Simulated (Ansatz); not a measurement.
Geometry optimisation, DFT PBE-D3(BJ), scalar-relativistic, plane waves, PAW (Ansatz 0.2.0).

input.yaml

```yaml
crystal:
  lattice:
    - [10.86, 0.0, 0.0]
    - [0.0, 10.86, 0.0]
    - [0.0, 0.0, 10.86]
  atoms:
    - { symbol: Si, position: [0.5023378, -0.0008767, 0.0018781] }
    - { symbol: Si, position: [0.6248642, 0.1291089, 0.1270243] }
    - { symbol: Si, position: [0.7508659, 0.2449345, -0.0036379] }
    - { symbol: Si, position: [0.8753601, 0.3780573, 0.1257449] }
    - { symbol: Si, position: [0.7521565, 0.0036927, 0.2461857] }
    - { symbol: Si, position: [0.8765338, 0.12565, 0.3717137] }
    - { symbol: Si, position: [0.0011549, -0.000157, -0.001146] }
    - { symbol: Si, position: [0.1261434, 0.1272542, 0.1276629] }
    - { symbol: Si, position: [0.2516552, 0.2461143, 0.0016236] }
    - { symbol: Si, position: [0.3766392, 0.3733541, 0.1253083] }
    - { symbol: Si, position: [0.5033677, 0.4945167, -0.0018666] }
    - { symbol: Si, position: [0.6225954, 0.6253403, 0.1256315] }
    - { symbol: Si, position: [0.7471127, 0.7458766, -0.0022765] }
    - { symbol: Si, position: [0.8780599, 0.8726378, 0.1230004] }
    - { symbol: Si, position: [0.2501748, -0.0018161, 0.249703] }
    - { symbol: Si, position: [0.3768236, 0.1233705, 0.3765453] }
    - { symbol: Si, position: [0.4965268, 0.2492857, 0.2467579] }
    - { symbol: Sb, position: [0.6304182, 0.38089, 0.3776665], spin: 1.0 }
    - { symbol: Si, position: [0.7501217, 0.5015028, 0.2472886] }
    - { symbol: Si, position: [0.8755198, 0.6232186, 0.374638] }
    - { symbol: Si, position: [0.498158, -0.0050207, 0.4975054] }
    - { symbol: Si, position: [0.6276828, 0.1237958, 0.6185004] }
    - { symbol: Si, position: [0.7519279, 0.2495586, 0.4954159] }
    - { symbol: Si, position: [0.8804388, 0.3752821, 0.6194473] }
    - { symbol: Si, position: [0.7483789, -0.0002034, 0.7491738] }
    - { symbol: Si, position: [0.8751833, 0.1277151, 0.8716716] }
    - { symbol: Si, position: [0.0046162, 0.5002479, -0.0032978] }
    - { symbol: Si, position: [0.1278055, 0.6286904, 0.1226328] }
    - { symbol: Si, position: [0.2534832, 0.7523016, -0.0019084] }
    - { symbol: Si, position: [0.3698524, 0.877876, 0.1290309] }
    - { symbol: Si, position: [0.0004035, 0.2504079, 0.2488702] }
    - { symbol: Si, position: [0.1235464, 0.3772547, 0.3746971] }
    - { symbol: Si, position: [0.253459, 0.5020648, 0.2516048] }
    - { symbol: Si, position: [0.3800898, 0.627743, 0.3716371] }
    - { symbol: Si, position: [0.4962203, 0.751149, 0.2544575] }
    - { symbol: Si, position: [0.6229552, 0.8785785, 0.3788894] }
    - { symbol: Si, position: [-0.000765, 0.004175, 0.4989515] }
    - { symbol: Si, position: [0.1246812, 0.1186808, 0.6281765] }
    - { symbol: Si, position: [0.2564347, 0.2432938, 0.5000217] }
    - { symbol: Si, position: [0.3729873, 0.3718329, 0.6248547] }
    - { symbol: Si, position: [0.625727, 0.6267758, 0.6207239] }
    - { symbol: Si, position: [0.750643, 0.7482172, 0.5041823] }
    - { symbol: Si, position: [0.8767876, 0.8788332, 0.6280238] }
    - { symbol: Si, position: [0.2564308, -0.0047804, 0.7512338] }
    - { symbol: Si, position: [0.3781021, 0.1279718, 0.8726921] }
    - { symbol: Si, position: [0.5011041, 0.2547728, 0.7528601] }
    - { symbol: Si, position: [0.6231175, 0.3724439, 0.869865] }
    - { symbol: Si, position: [0.7523662, 0.4972357, 0.7531512] }
    - { symbol: Si, position: [0.8694534, 0.6229957, 0.8739898] }
    - { symbol: Si, position: [-0.0055276, 0.7520257, 0.2527733] }
    - { symbol: Si, position: [0.121682, 0.8787886, 0.3731484] }
    - { symbol: Si, position: [0.0028288, 0.5015179, 0.4992309] }
    - { symbol: Si, position: [0.1286981, 0.6285298, 0.6248149] }
    - { symbol: Si, position: [0.2494659, 0.7490698, 0.4972367] }
    - { symbol: Si, position: [0.3729149, 0.877081, 0.6251372] }
    - { symbol: Si, position: [0.0027789, 0.2502569, 0.749786] }
    - { symbol: Si, position: [0.1253797, 0.368842, 0.8752615] }
    - { symbol: Si, position: [0.2504241, 0.4998162, 0.7500465] }
    - { symbol: Si, position: [0.3788669, 0.623883, 0.8748036] }
    - { symbol: Si, position: [0.501182, 0.7505341, 0.7494034] }
    - { symbol: Si, position: [0.6253277, 0.8735928, 0.8769613] }
    - { symbol: Si, position: [-0.0015333, 0.7487967, 0.7473922] }
    - { symbol: Si, position: [0.1263425, 0.8758536, 0.8776207] }
magnetization:
  spin_polarized: true
basis:
  ecutwfc: 420.0
kpoints:
  mp_grid: { grid: [1, 1, 1] }
hamiltonian:
  xc: pbe
  dispersion: d3bj
  pseudopotentials: { kind: paw, azcp: { folder: soft_1 } }
scf:
  occupations: { method: gaussian, width: 0.02 }
  lower_state_search: "off"
relax:
  f_tol: 0.03
  max_steps: 60
  adjacent_minimum: "off"
```

Run as:

```bash
$ ansatz run input.yaml --threads 4 --pin off --max-ram 10240MiB --backend cpu --events-out ev --progress --plain --runs-dir out
```

Task: Where does it end, and by what steps?

Result: It converged. Limits of this set-up: coarse k mesh, a typed lattice constant that wasn't relaxed here. After 6 steps the energy has fallen by 1.927 eV; Sb18 moved furthest, 0.47 Å.

```csv
step,energy less start (eV),largest force component (eV/Å),accepted
0,0.0000,3.231,yes
1,-1.6137,0.942,yes
2,-1.9038,0.153,yes
3,-1.8733,0.195,no
4,-1.9244,0.048,yes
5,-1.9264,0.036,yes
6,-1.9268,0.024,yes
```

```xyz
63
Lattice="10.8600 0.0000 0.0000 0.0000 10.8600 0.0000 0.0000 0.0000 10.8600" Properties=species:S:1:pos:R:3
Si 5.442 0.002 0.007
Si 6.808 1.367 1.347
Si 8.156 2.712 -0.026
Si 9.502 4.060 1.348
Si 8.158 -0.006 2.694
Si 9.529 1.340 4.041
Si 0.014 -0.005 -0.007
Si 1.374 1.355 1.341
Si 2.730 2.712 -0.024
Si 4.080 4.068 1.336
Si 5.444 5.425 -0.013
Si 6.801 6.787 1.337
Si 8.156 8.138 -0.024
Si 9.513 9.494 1.341
Si 2.719 -0.018 2.709
Si 4.079 1.333 4.056
Si 5.393 2.679 2.678
Sb 6.522 4.345 4.372
Si 8.189 5.473 2.680
Si 9.535 6.789 4.057
Si 5.445 -0.008 5.420
Si 6.802 1.342 6.784
Si 8.218 2.651 5.467
Si 9.526 4.068 6.784
Si 8.149 -0.014 8.150
Si 9.518 1.351 9.489
Si 0.006 5.427 0.006
Si 1.381 6.790 1.364
Si 2.738 8.130 -0.012
Si 4.078 9.487 1.363
Si 0.015 2.710 2.695
Si 1.367 4.063 4.059
Si 2.753 5.412 2.732
Si 4.079 6.789 4.088
Si 5.460 8.115 2.734
Si 6.807 9.503 4.060
Si 0.012 -0.004 5.436
Si 1.368 1.366 6.786
Si 2.733 2.706 5.408
Si 4.059 4.087 6.759
Si 6.777 6.811 6.757
Si 8.163 8.135 5.408
Si 9.503 9.500 6.787
Si 2.726 0.002 8.139
Si 4.090 1.365 9.480
Si 5.445 2.735 8.104
Si 6.794 4.075 9.479
Si 8.131 5.424 8.102
Si 9.502 6.778 9.479
Si 0.025 8.149 2.708
Si 1.363 9.505 4.076
Si 0.017 5.425 5.420
Si 1.363 6.785 6.785
Si 2.733 8.136 5.436
Si 4.083 9.507 6.784
Si 0.022 2.720 8.149
Si 1.361 4.084 9.508
Si 2.726 5.428 8.135
Si 4.092 6.777 9.486
Si 5.440 8.144 8.135
Si 6.784 9.508 9.508
Si 0.007 8.142 8.140
Si 1.369 9.500 9.499
```

Whether the end is a true minimum wasn't checked by a vibrational analysis.

Run time: 77 s on 4 threads of AMD EPYC 7B13 (Zen 3) (shared host), peak memory 1.7 GiB.
